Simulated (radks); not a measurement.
# V²⁺ in [Ar] 3d3: an all-electron calculation

One table from this session's results is given with a row withheld; the runs are named, their logs left out.

Program: radks (a radial shooting solver on a logarithmic mesh, Libxc functionals) version 1. Level of theory: Dirac Kohn-Sham, LDA (Slater exchange, Perdew-Wang correlation), spin-unpolarised, spherical densities, finite nucleus; open shells fill j = l - 1/2 first. These are calculated values, not measurements, unless marked.

## What is computed

```
element            : vanadium (Z = 23)
charge             : +2
electrons          : 21
configuration      : [Ar] 3d3
nuclear rms radius : 3.6002 fm
```

Set-up of the first run:

Settings of this run:

```text
Z 23
configuration [Ar] 3d3
relativity Dirac
functional lda,pw
spin unpolarised
j_filling energy
nucleus finite rms 3.6002 fm
c 137.035999084
```

Launch:

```sh
$ python run_ks.py task.json out
```

The same process makes all the runs of this session.

One of the session's tables, all rows but one given; the rest of the session is left out.

It belongs to the step «Radial structure». From the orbitals of this run (lengths in bohr):

```
level      <r>  outermost maximum (interpolated)  90 % within  nodes
1s1/2  0.06656                            0.0436        0.119      0
2s1/2        ?                                 ?            ?      ?
2p1/2   0.2725                             0.206        0.449      0
2p3/2   0.2753                             0.209        0.452      0
3s1/2   0.9505                             0.820         1.43      2
3p1/2    1.011                             0.840         1.56      1
3p3/2    1.019                             0.847         1.57      1
3d3/2    1.315                             0.883         2.25      0
3d5/2    1.319                             0.885         2.26      0
```

Estimate the missing values for 2s1/2.

The run gave: <r>: 0.3089; outermost maximum (interpolated): 0.256; 90 % within: 0.480; nodes: 1. In the column «<r>» it lies between 2p3/2 (0.2753) and 3s1/2 (0.9505).

To keep in mind: Spin polarisation and multiplet splitting are left out.
